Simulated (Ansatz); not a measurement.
**Ta (diamond type): a single-point run**

The task is a single-point run on Ta (diamond type). The structure is shown as the input types it.

Method: DFT, LDA, norm-conserving pseudopotentials, Ansatz's default files, scalar-relativistic, in Ansatz 0.2.0.

1 further run of the same task is left out (it didn't finish). Runs told in other sessions of the task aren't counted.

## (1) Starting point

Symmetry: Fd-3m, No. 227, cubic system. Conventional cell: a = 4.547 Å, b = 4.547 Å, c = 4.547 Å, α = 90.00°, β = 90.00°, γ = 90.00°. Ta (site symmetry -43m) has 4 Ta at 1.97 Å in its first shell of neighbours.

Structure file:

```cif
data_structure
_symmetry_space_group_name_H-M 'P 1'
_symmetry_Int_Tables_number 1
_cell_length_a 3.2149
_cell_length_b 3.2149
_cell_length_c 3.2149
_cell_angle_alpha 60.000
_cell_angle_beta 60.000
_cell_angle_gamma 60.000
_cell_volume 23.50
loop_
_atom_site_label
_atom_site_type_symbol
_atom_site_fract_x
_atom_site_fract_y
_atom_site_fract_z
_atom_site_occupancy
Ta1 Ta 0.87500 0.87500 0.87500 1
Ta2 Ta 0.12500 0.12500 0.12500 1
```

## (2) Input and run

The input, input.yaml:

```yaml
crystal:
  lattice:
    - [0.0, 2.2733122187, 2.2733122187]
    - [2.2733122187, 0.0, 2.2733122187]
    - [2.2733122187, 2.2733122187, 0.0]
  atoms:
    - { symbol: Ta, position: [-0.125, -0.125, -0.125] }
    - { symbol: Ta, position: [0.125, 0.125, 0.125] }
kpoints:
  mp_grid: { grid: [13, 13, 13] }
scf:
  occupations: { method: fermi_dirac, width: 0.3 }
  n_extra_bands: 0
  max_iter: 100
hamiltonian:
  xc: lda
  pseudopotentials: { kind: nc }
output:
  forces: true
  stress: true
  eigenvalues: true
```

Started as:

```console
$ ansatz run input.yaml --threads 1 --pin off --max-ram 2048MiB --backend cpu --events-out ev --progress --plain --runs-dir out
```

**Question.** How will this run end, and is anything wrong with its input?

The program refused the input before any cycle. The line that matters: «inconsistent input (scf.n_extra_bands, scf.occupations.method): n_bands = 13 leaves no empty band above the 13 bands per channel that the deck's 26 electrons occupy ...»

The suspect setting: scf.occupations.width is 0.3; scf.n_extra_bands is 0. There are no spare bands for the search of the Fermi level.

Remedy: delete scf.n_extra_bands (the default then holds) and set scf.occupations.width to 0.08.
